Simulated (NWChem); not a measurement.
**the pair BH5S···SiF2, step by step**

Aim: a single-point energy (singlet BSiH5SF2, PBE-D2/6-311+G**), then the energy (singlet BH5S, PBE-D2/6-311+G**), then a single-point energy (singlet SiF2, PBE-D2/6-311+G**), then a single-point energy (singlet BH5S, PBE-D2/6-311+G**), then the energy (singlet SiF2, PBE-D2/6-311+G**) of BF2H5SSi and its partners. 

Program for the calculation: NWChem 7.3.0.

**1. Starting point**

BSiH5SF2: 10 atoms, total charge 0, spin state singlet. The two molecules were placed rigidly side by side, at 0.8 times their contact distance; the pair isn't optimised.

Bond lengths: B1–S2 1.975 Å, F8–Si9 1.602 Å, Si9–F10 1.602 Å, B1–H3 1.207 Å, B1–H4 1.203 Å, B1–H5 1.207 Å, S2–H6 1.346 Å, S2–H7 1.346 Å. Angles: F8–Si9–F10 100.6°, B1–S2–H6 103.7°, B1–S2–H7 103.7°, S2–B1–H3 100.3°, S2–B1–H4 107.0°, S2–B1–H5 100.3°, H6–S2–H7 92.5°, H3–B1–H4 116.2°, H3–B1–H5 113.7°, H4–B1–H5 116.2°.

**2. The energy at PBE-D2/6-311+G(d,p) (run 1)**

Contents of bf2h5ssi.nw:

```
start bf2h5ssi
title "BF2H5SSi PBE"
memory 2200 mb

geometry noautosym nocenter noautoz
  B       -0.534370      -0.451800      -0.497740
  S        0.559830       0.987300       0.297460
  H       -1.631970       0.046100      -0.424940
  H       -0.353170      -1.437900       0.166260
  H       -0.084170      -0.472400      -1.617940
  H        0.277230       0.913500       1.611460
  H        1.766630       0.415200       0.465460
  F        1.892610       3.340740       2.164860
  Si       1.391400       3.983100       0.786090
  F        0.259830       4.982480       1.320530
end

basis spherical bse
  * library 6-311+G**
end

dft
  xc xpbe96 cpbe96
  disp vdw 2
  grid fine
  convergence energy 1e-08
  iterations 100
  mulliken
  print low
end

task dft
```

Started as:

```console
nwchem bf2h5ssi.nw > bf2h5ssi.out
```

Output:

```text
[...]
 d= 0,ls=0.0,diis     1   -914.6474166790 -1.18D+03  1.29D-02  2.41D+00     3.3
[...]
 d= 0,ls=0.0,diis    12   -914.8084153412 -9.99D-10  2.28D-07  2.89D-09    30.7
         Total DFT energy =     -914.808415341226
      One electron energy =    -1801.178107186680
           Coulomb energy =      690.066698659324
    Exchange-Corr. energy =      -72.899509305635
 Nuclear repulsion energy =      269.207646813840
    Dispersion correction =       -0.005144322075
[...]
      Total Density - Mulliken Population Analysis
     ---------------------------------------------
    Atom       Charge   Shell Charges
 -----------   ------   -------------------------------------------------------
    1 B    5     5.43   1.13  0.85  0.49  0.65  1.14  0.48  0.58  0.03  0.02  0.05
    2 S   16    15.90   0.77  1.19  0.93  1.06  1.12  0.78  1.86  4.01  1.07  2.49  0.69 -0.02 -0.13  0.07
    3 H    1     0.97   0.26  0.51  0.19  0.01
    4 H    1     0.98   0.26  0.52  0.18  0.01
    5 H    1     0.97   0.26  0.51  0.19  0.01
    6 H    1     0.83   0.24  0.51  0.05  0.03
    7 H    1     0.83   0.24  0.51  0.04  0.03
    8 F    9     9.19   1.08  0.92  1.18  1.09  2.34  0.90  1.77 -0.17  0.08  0.00
    9 Si  14    13.72   0.79  1.18  0.96  1.02  1.00  1.21  1.96  3.89  0.54  0.67  0.07  0.13  0.04  0.26
   10 F    9     9.17   1.08  0.92  1.18  1.09  2.34  0.90  1.77 -0.17  0.07  0.00
[...]
```

It took 31 s on 1 thread of AMD EPYC 9R45 (Zen 5), shared host; peak memory 0.12 GiB.

**3. BH5S: a single-point energy at PBE-D2/6-311+G(d,p) (run 2)**

Contents of bh5s.nw:

```
start bh5s
memory total 2200 mb
geometry noautosym nocenter noautoz
B     -0.534370    -0.451800    -0.497740
S      0.559830     0.987300     0.297460
H     -1.631970     0.046100    -0.424940
H     -0.353170    -1.437900     0.166260
H     -0.084170    -0.472400    -1.617940
H      0.277230     0.913500     1.611460
H      1.766630     0.415200     0.465460
end
basis spherical bse
* library 6-311+G**
end
dft
xc xpbe96 cpbe96
disp vdw 2
grid fine
convergence energy 1e-08
maxiter 100
mulliken
print low
end
task dft energy
```

Started as:

```console
nwchem bh5s.nw > bh5s.out
```

Output:

```text
[...]
 d= 0,ls=0.0,diis     1   -425.7566692813 -4.81D+02  1.29D-02  9.22D-01     0.8
[...]
 d= 0,ls=0.0,diis    10   -425.8064369993 -2.08D-10  1.11D-07  9.21D-11     6.3
         Total DFT energy =     -425.806436999258
      One electron energy =     -693.938543751551
           Coulomb energy =      244.738924098114
    Exchange-Corr. energy =      -31.348887643533
 Nuclear repulsion energy =       54.745219326920
    Dispersion correction =       -0.003149029208
[...]
      Total Density - Mulliken Population Analysis
     ---------------------------------------------
    Atom       Charge   Shell Charges
 -----------   ------   -------------------------------------------------------
    1 B    5     5.49   1.13  0.85  0.49  0.64  1.14  0.47  0.61  0.08  0.02  0.05
    2 S   16    15.83   0.77  1.19  0.93  1.06  1.12  0.78  1.86  4.01  1.07  2.49  0.59 -0.07 -0.06  0.07
    3 H    1     0.98   0.26  0.51  0.20  0.01
    4 H    1     0.99   0.26  0.52  0.19  0.01
    5 H    1     0.98   0.26  0.51  0.20  0.01
    6 H    1     0.87   0.25  0.52  0.07  0.03
    7 H    1     0.87   0.25  0.52  0.07  0.03
[...]
```

Run time: 6.9 s. Hardware: 1 thread of AMD EPYC 9R45 (Zen 5), shared host; peak memory 0.12 GiB.

**4. SiF2: the energy at PBE-D2/6-311+G(d,p) (run 3)**

Contents of job.nw:

```
start job
memory total 2200 mb
geometry units angstrom noautosym nocenter noautoz
  F     1.892610    3.340740    2.164860
  Si    1.391400    3.983100    0.786090
  F     0.259830    4.982480    1.320530
end
basis spherical bse
  F library 6-311+G**
  Si library 6-311+G**
end
dft
  xc xpbe96 cpbe96
  disp vdw 2
  grid fine
  convergence energy 1e-08
  iterations 100
  mulliken
  print low
end
task dft energy
```

Started as:

```console
nwchem job.nw > job.out
```

Output:

```text
[...]
 d= 0,ls=0.0,diis     1   -488.8914210924 -5.90D+02  1.87D-02  1.47D+00     0.4
[...]
 d= 0,ls=0.0,diis    10   -489.0006393734 -1.58D-10  8.10D-08  1.66D-10     2.7
         Total DFT energy =     -489.000639373361
      One electron energy =     -880.126324734831
           Coulomb energy =      332.000187555960
    Exchange-Corr. energy =      -41.532656663258
 Nuclear repulsion energy =      100.658448419969
    Dispersion correction =       -0.000293951201
[...]
      Total Density - Mulliken Population Analysis
     ---------------------------------------------
    Atom       Charge   Shell Charges
 -----------   ------   -------------------------------------------------------
    1 F    9     9.19   1.08  0.92  1.18  1.09  2.34  0.90  1.76 -0.16  0.08  0.00
    2 Si  14    13.62   0.79  1.18  0.96  1.03  1.00  1.18  1.96  3.89  0.54  0.65  0.07  0.09  0.02  0.26
    3 F    9     9.19   1.08  0.92  1.18  1.09  2.34  0.90  1.76 -0.16  0.08  0.00
[...]
```

Run time: 3.3 s. Hardware: 1 thread of AMD EPYC 9R45 (Zen 5), shared host; peak memory 0.11 GiB.

**5. BH5S among ghost functions: the energy at PBE-D2/6-311+G(d,p) (with ghost functions) (run 4)**

Contents of bh5s.nw:

```
echo
start bh5s
title "BH5S PBE"
memory 2200 mb
charge 0

geometry noautosym nocenter noautoz
  B     -0.534370    -0.451800    -0.497740
  S      0.559830     0.987300     0.297460
  H     -1.631970     0.046100    -0.424940
  H     -0.353170    -1.437900     0.166260
  H     -0.084170    -0.472400    -1.617940
  H      0.277230     0.913500     1.611460
  H      1.766630     0.415200     0.465460
  bqF      1.892610     3.340740     2.164860
  bqSi     1.391400     3.983100     0.786090
  bqF      0.259830     4.982480     1.320530
end

basis spherical bse
  B library 6-311+G**
  S library 6-311+G**
  H library 6-311+G**
  bqF library F 6-311+G**
  bqSi library Si 6-311+G**
end

dft
  xc xpbe96 cpbe96
  disp vdw 2
  grid fine
  convergence energy 1e-08
  maxiter 100
  mulliken
  noprint "final vectors analysis"
end

task dft energy
```

Started as:

```console
nwchem bh5s.nw > bh5s.out
```

Output:

```text
[...]
          Wavefunction type:  closed shell.
          No. of atoms     :    10
          No. of electrons :    26
[...]
          Charge           :     0
          Spin multiplicity:     1
[...]
          AO basis - number of functions:   156
[...]
              XC Information
              --------------
          PerdewBurkeErnzerhof Exchange Functional  1.000
            Perdew 1991 LDA Correlation Functional  1.000 local
           PerdewBurkeErnz. Correlation Functional  1.000 non-local
[...]
 d= 0,ls=0.0,diis     1   -425.7572481598 -4.81D+02  7.10D-03  9.22D-01     2.7
[...]
 d= 0,ls=0.0,diis    10   -425.8070234560 -2.48D-10  6.16D-08  9.54D-11    23.8
         Total DFT energy =     -425.807023456018
      One electron energy =     -693.941217640857
           Coulomb energy =      244.740220509408
    Exchange-Corr. energy =      -31.348096622282
 Nuclear repulsion energy =       54.745219326920
    Dispersion correction =       -0.003149029208
[...]
      Total Density - Mulliken Population Analysis
     ---------------------------------------------
    Atom       Charge   Shell Charges
 -----------   ------   -------------------------------------------------------
    1 B    5     5.44   1.13  0.85  0.49  0.64  1.14  0.47  0.59  0.05  0.02  0.05
    2 S   16    15.89   0.77  1.19  0.93  1.06  1.12  0.78  1.86  4.01  1.07  2.48  0.66 -0.03 -0.09  0.07
    3 H    1     0.98   0.26  0.51  0.20  0.01
    4 H    1     0.99   0.26  0.52  0.19  0.01
    5 H    1     0.98   0.26  0.51  0.20  0.01
    6 H    1     0.85   0.25  0.52  0.06  0.03
    7 H    1     0.85   0.25  0.52  0.06  0.03
    8 X    0     0.01   0.00 -0.00 -0.00  0.00  0.00 -0.00 -0.00  0.01  0.01 -0.00
    9 X    0    -0.01   0.00 -0.00  0.00 -0.00  0.00 -0.02  0.00 -0.00  0.00 -0.00 -0.02  0.02  0.02  0.00
   10 X    0     0.00  -0.00  0.00 -0.00 -0.00 -0.00  0.00  0.00  0.00  0.00 -0.00
[...]
```

It took 24 s on 1 thread of AMD EPYC 9R45 (Zen 5), shared host; peak memory 0.12 GiB.

**6. SiF2 among ghost functions: a single-point energy at PBE-D2/6-311+G(d,p) (with ghost functions) (run 5)**

Contents of mymol.nw:

```
start mymol
title "F2Si PBE"
memory 2200 mb
charge 0

geometry units au noautosym nocenter noautoz
   F    3.57651456   6.31308365   4.09099250
   Si   2.62936493   7.52696813   1.48549481
   F    0.49100754   9.41552262   2.49544004
   bqB     -1.009813    -0.853778    -0.940592
   bqS      1.057925     1.865727     0.562118
   bqH     -3.083976     0.087116    -0.803020
   bqH     -0.667395    -2.717237     0.314186
   bqH     -0.159058    -0.892707    -3.057463
   bqH      0.523889     1.726265     3.045218
   bqH      3.338447     0.784614     0.879592
end

basis spherical bse
   F library 6-311+G**
   Si library 6-311+G**
   bqB library B 6-311+G**
   bqS library S 6-311+G**
   bqH library H 6-311+G**
end

dft
   xc xpbe96 cpbe96
   disp vdw 2
   grid fine
   convergence energy 1e-08
   iterations 100
   mulliken
   print low
end

task dft
```

Started as:

```console
nwchem mymol.nw > mymol.out
```

Output:

```text
[...]
 d= 0,ls=0.0,diis     1   -488.8919299534 -5.90D+02  9.31D-03  1.47D+00     2.6
[...]
 d= 0,ls=0.0,diis    10   -489.0012361452 -3.97D-10  2.87D-07  2.11D-08    23.1
         Total DFT energy =     -489.001236145215
      One electron energy =     -880.125461217370
           Coulomb energy =      331.998369708822
    Exchange-Corr. energy =      -41.532291856559
 Nuclear repulsion energy =      100.658441171249
    Dispersion correction =       -0.000293951356
[...]
      Total Density - Mulliken Population Analysis
     ---------------------------------------------
    Atom       Charge   Shell Charges
 -----------   ------   -------------------------------------------------------
    1 F    9     9.19   1.08  0.92  1.18  1.09  2.34  0.90  1.77 -0.16  0.08  0.00
    2 Si  14    13.64   0.79  1.18  0.96  1.02  1.01  1.16  1.96  3.89  0.54  0.65  0.08  0.11  0.02  0.26
    3 F    9     9.18   1.08  0.92  1.18  1.09  2.34  0.90  1.77 -0.17  0.07  0.00
    4 X    0    -0.00   0.00 -0.00 -0.00  0.00  0.00 -0.00 -0.00 -0.00 -0.00 -0.00
    5 X    0    -0.00  -0.00  0.00 -0.00  0.00 -0.00  0.00 -0.00  0.00 -0.00  0.00  0.01 -0.00 -0.01 -0.00
    6 X    0     0.00  -0.00  0.00  0.00 -0.00
    7 X    0     0.00  -0.00 -0.00  0.00 -0.00
    8 X    0    -0.00  -0.00  0.00 -0.00 -0.00
    9 X    0     0.00  -0.00 -0.00  0.00  0.00
   10 X    0     0.00   0.00 -0.00  0.00 -0.00
[...]
```

Wall time 24 s (1 thread of AMD EPYC 9R45 (Zen 5), shared host); peak memory 0.12 GiB.

**7. Results**

| quantity | value |
| --- | --- |
| run 1, PBE-D2/6-311+G**: total energy | -914.80842 Eh |
| run 1, PBE-D2/6-311+G**: dispersion energy | -13.51 kJ/mol |
| BH5S: total energy | -425.80644 Eh |
| BH5S: dispersion energy | -8.27 kJ/mol |
| SiF2: total energy | -489.00064 Eh |
| SiF2: dispersion energy | -0.77 kJ/mol |
| BH5S among ghost functions: total energy | -425.80702 Eh |
| BH5S among ghost functions: dipole moment | 4.00 D |
| BH5S among ghost functions: dispersion energy | -8.27 kJ/mol |
| SiF2 among ghost functions: total energy | -489.00124 Eh |
| SiF2 among ghost functions: dispersion energy | -0.77 kJ/mol |
| interaction energy of the rigid parts BH5S and SiF2 (parts in their own basis; closest atoms 2.97 Å apart) | -0.036 eV |
| interaction energy of the rigid parts BH5S and SiF2 (parts in the whole basis, counterpoise; closest atoms 2.97 Å apart) | -0.004 eV |

**Reading.** The interaction energy of the rigid parts BH5S and SiF2 (parts in their own basis; closest atoms 2.97 Å apart) is −0.04 eV (−0.8 kcal/mol): the parts attract. Without counterpoise this holds the superposition error of the basis. The interaction energy of the rigid parts BH5S and SiF2 (parts in the whole basis, counterpoise; closest atoms 2.97 Å apart) is −0.00 eV (−0.1 kcal/mol). The basis-set superposition error is 3.1 kJ/mol. Mulliken charges (run 1, PBE-D2/6-311+G**) run from -0.43 on B1 to +0.28 on Si9; in a basis this large or diffuse they mean little. Mulliken charges (SiF2) run from -0.19 on F1 to +0.38 on Si2; in a basis this large or diffuse they mean little.
